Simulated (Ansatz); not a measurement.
Geometry optimisation, DFT PBE, scalar-relativistic, plane waves, PAW (Ansatz 0.2.0).

The input (input.yaml):

```yaml
crystal:
  lattice:
    - [5.96, 0.0, 0.0]
    - [-4.47, 7.742267, 0.0]
    - [0.0, 0.0, 5.62028]
  atoms:
    - { symbol: Cd, position: [0.0, 0.0, 0.0] }
    - { symbol: Cd, position: [0.1666667, 0.2222222, 0.5] }
    - { symbol: Cd, position: [0.0, 0.3333333, 0.0] }
    - { symbol: Cd, position: [0.1666667, 0.5555556, 0.5] }
    - { symbol: Cd, position: [0.0, 0.6666667, 0.0] }
    - { symbol: Cd, position: [0.1666667, 0.8888889, 0.5] }
    - { symbol: Cd, position: [0.5, 0.0, 0.0] }
    - { symbol: Cd, position: [0.6666667, 0.2222222, 0.5] }
    - { symbol: Cd, position: [0.5, 0.3333333, 0.0] }
    - { symbol: Cd, position: [0.6666667, 0.5555556, 0.5] }
    - { symbol: Cd, position: [0.5, 0.6666667, 0.0] }
    - { symbol: Cd, position: [0.6666667, 0.8888889, 0.5] }
    - { symbol: C, position: [0.4909, 0.3282788, 0.6652025] }
basis:
  ecutwfc: 420.0
kpoints:
  mp_grid: { grid: [3, 2, 3] }
hamiltonian:
  xc: pbe
scf:
  occupations: { method: gaussian, width: 0.1 }
  lower_state_search: "off"
relax:
  f_tol: 0.03
  max_steps: 60
  adjacent_minimum: "off"
```

Launched with:

```bash
$ ansatz run input.yaml --threads 4 --pin off --max-ram 10240MiB --backend cpu --events-out ev --progress --plain --runs-dir out
```

Q: Where does it end, and by what steps?

A: The run converged. Limits of this set-up: coarse k mesh. After 16 steps the energy has fallen by 2.326 eV; C13 moved furthest, 1.63 Å. Parted: Cd8–C13 (1.96 → 3.76 Å). Joined: Cd3–C13 (3.50 → 2.30 Å), Cd4–C13 (3.56 → 2.32 Å), Cd11–C13 (3.54 → 2.38 Å).

| step | energy less start (eV) | largest force component (eV/Å) | accepted |
| --- | --- | --- | --- |
| 0 | 0.0000 | 5.190 | yes |
| 1 | -1.5748 | 1.711 | yes |
| 2 | -1.7929 | 0.468 | yes |
| 3 | -1.8399 | 0.131 | yes |
| 4 | -1.8432 | 0.258 | yes |
| 5 | -1.8693 | 0.170 | yes |
| 6 | -1.9016 | 0.170 | yes |
| 7 | -1.9578 | 0.270 | yes |
| 8 | -2.0087 | 0.151 | yes |
| 9 | -2.0649 | 0.186 | yes |
| 10 | -2.0931 | 0.343 | yes |
| 11 | -2.1690 | 0.129 | yes |
| 12 | -2.2462 | 0.237 | yes |
| 13 | -2.2696 | 0.338 | yes |
| 14 | -2.3233 | 0.039 | yes |
| 15 | -2.3233 | 0.039 | yes |
| 16 | -2.3263 | 0.010 | yes |

```xyz
13
Lattice="5.9600 0.0000 0.0000 -4.4700 7.7423 0.0000 0.0000 0.0000 5.6203" Properties=species:S:1:pos:R:3
Cd 0.138 -0.100 0.023
Cd 0.109 1.606 2.576
Cd -1.445 2.458 -0.051
Cd -1.445 4.305 2.722
Cd -2.852 5.119 0.099
Cd -2.905 6.825 3.007
Cd 3.126 -0.085 -0.192
Cd 3.072 1.617 2.621
Cd 1.669 2.447 -0.017
Cd 1.672 4.287 2.726
Cd 0.115 5.136 0.135
Cd 0.087 6.845 2.798
C 0.119 3.373 4.154
```

Whether the end is a true minimum wasn't checked by a vibrational analysis.

Time of the run: 36 s on 4 threads of AMD EPYC 9R45 96-Core Processor (Zen 5), on a shared host, peak memory 1.1 GiB.
